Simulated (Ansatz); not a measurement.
# BF3H4OSi: one species, many methods

The task here is to estimate one member of a computed series from the others.

The runs use Ansatz 0.2.0, Gaussian basis; functionals in def2-TZVPP, the program's frozen cores in correlated methods.

Levels to be run: LDA (SPW92), PBE-D4, revPBE-D4, BLYP-D4, r2SCAN-D4, B97M-V, PBE0-D4, B3LYP-D4, r2SCANh-D4, r2SCAN0-D4, HSE06-D4, BHLYP-D4, CAM-B3LYP-D4, LC-ωPBE, ωB97X-V, ωB97M-V, B2PLYP, PBE-QIDH; CCSD(T)/def2-SVP; CCSD(T)/def2-TZVPP; MP2/def2-QZVPP; extrapolation to the limit; RPA on PBE.

### The relaxed structure

The geometry comes from an earlier relaxation with PBE0-D4 in a triple-zeta def2 set; it is a stationary point, not always the lowest conformer.

SMILES `F[B-](F)(F)[OH+][SiH3]`, 10 atoms, charge 0, spin multiplicity 1.

Atoms are counted from 1 here; the program's logs count them from 0.

Bond lengths: F1–B2 1.345 Å, B2–F3 1.363 Å, B2–F4 1.353 Å, B2–O5 1.698 Å, O5–Si6 1.707 Å, O5–H7 0.962 Å, Si6–H8 1.472 Å, Si6–H9 1.482 Å, Si6–H10 1.475 Å. Angles: F1–B2–F3 115.7°, F1–B2–F4 115.6°, F1–B2–O5 104.2°, F3–B2–F4 115.8°, F3–B2–O5 99.5°, F4–B2–O5 102.7°, B2–O5–Si6 120.6°, B2–O5–H7 112.7°, Si6–O5–H7 119.0°, O5–Si6–H8 106.8°, O5–Si6–H9 103.6°, O5–Si6–H10 109.9°, H8–Si6–H9 111.9°, H8–Si6–H10 113.3°, H9–Si6–H10 110.8°.

The first run:

in.yaml reads:

```yaml
crystal:
  periodic: [false, false, false]
  atoms:
    - {symbol: F, position_ang: [-1.226021, -1.852013, -1.084729]}
    - {symbol: B, position_ang: [-0.122770, -1.082148, -1.072410]}
    - {symbol: F, position_ang: [0.896493, -1.520779, -0.281060]}
    - {symbol: F, position_ang: [0.242018, -0.564049, -2.268193]}
    - {symbol: O, position_ang: [-0.585824, 0.295647, -0.194628]}
    - {symbol: Si, position_ang: [0.325078, 0.812607, 1.153671]}
    - {symbol: H, position_ang: [-1.024063, 0.954581, -0.741063]}
    - {symbol: H, position_ang: [0.175689, -0.222231, 2.189770]}
    - {symbol: H, position_ang: [-0.324345, 2.085655, 1.546700]}
    - {symbol: H, position_ang: [1.726744, 1.041630, 0.754843]}
basis:
  gaussian: {orbitals: def2-TZVPP}
hamiltonian: {xc: lda}
output: {orbitals: {seedname: orbitals}}
```

Steps of the session up to this table: LDA; PBE-D4 (GGA); revPBE-D4 (GGA); BLYP-D4 (GGA); r2SCAN-D4 (meta-GGA); B97M-V (meta-GGA); PBE0-D4 (hybrid); B3LYP-D4 (hybrid); r2SCANh-D4 (hybrid); r2SCAN0-D4 (hybrid); HSE06-D4 (hybrid); BHLYP-D4 (hybrid); CAM-B3LYP-D4 (range-separated); LC-ωPBE-D4 (range-separated; the results give it without D4); ωB97X-V (range-separated); ωB97M-V (range-separated); B2PLYP (double hybrid); PBE-QIDH (double hybrid).

One of the session's tables, all rows but one given; the rest of the session is left out.

It belongs to the step «Orbital energies across the functionals». 

| functional | HOMO (eV) | gap (eV) |
| --- | --- | --- |
| LDA (SPW92) | -8.66 | 6.64 |
| PBE-D4 | -8.50 | 6.72 |
| revPBE-D4 | -8.41 | 6.76 |
| BLYP-D4 | -8.44 | 6.75 |
| r2SCAN-D4 | ? | ? |
| B97M-V | -9.10 | 7.50 |
| PBE0-D4 | -10.18 | 9.29 |
| B3LYP-D4 | -9.97 | 8.81 |
| r2SCANh-D4 | -9.59 | 8.57 |
| r2SCAN0-D4 | -10.45 | 9.85 |
| HSE06-D4 | -9.77 | 8.51 |
| BHLYP-D4 | -11.65 | 11.58 |
| CAM-B3LYP-D4 | -11.65 | 11.70 |
| LC-ωPBE | -13.01 | 14.33 |
| ωB97X-V | -12.67 | 13.82 |
| ωB97M-V | -12.50 | 13.29 |

Q: Estimate the row for r2SCAN-D4 from the others.

Worked estimate for «HOMO (eV)». Against the share of exact exchange, r2SCANh-D4 (0.1, -9.59), r2SCAN0-D4 (0.25, -10.45) give a slope of -5.73 per unit share; at 0 the line stands at -9.02.

The run gave: HOMO (eV): -8.97; gap (eV): 7.66. In «HOMO (eV)» the line misses by -0.05.
